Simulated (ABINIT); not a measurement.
Crystal: BiTe.

```
Bi Te
1.0
     0.00000    3.23500    3.23500
     3.23500    0.00000    3.23500
     3.23500    3.23500    0.00000
Bi Te
1 1
Cartesian
  0.0000 0.0000 0.0000
  3.2350 3.2350 3.2350
```

Base run:

```yaml
Program: ABINIT 10.8.3 (patched build)
Functional: PW91
Potentials_or_basis: JTH PAW PBE v2.0
Cutoff: 707 eV
k_mesh: 7 × 7 × 7
Occupations: fermi-dirac, width 0.05 eV
Spin: no spin polarisation
```

Its results: band gap on the k mesh none (metal or under the smearing width); pressure 0.6 GPa.

Task: After a change of settings the same cell gave: band gap on the k mesh none (metal or under the smearing width); pressure -2.9 GPa. Which change was it?
A. functional from PW91 to WC
B. functional from PW91 to LDA
C. functional from PW91 to RPBE
D. functional from PW91 to PBEsol

Result: B.

LDA binds more tightly than PW91, so the same cell stands under less pressure.

Caveats: the PAW data sets were made with another functional, which shifts forces and pressure a little; spin-orbit coupling is left out, which moves the levels of the heavy elements.

Runs at the PBE level aren't shown here.
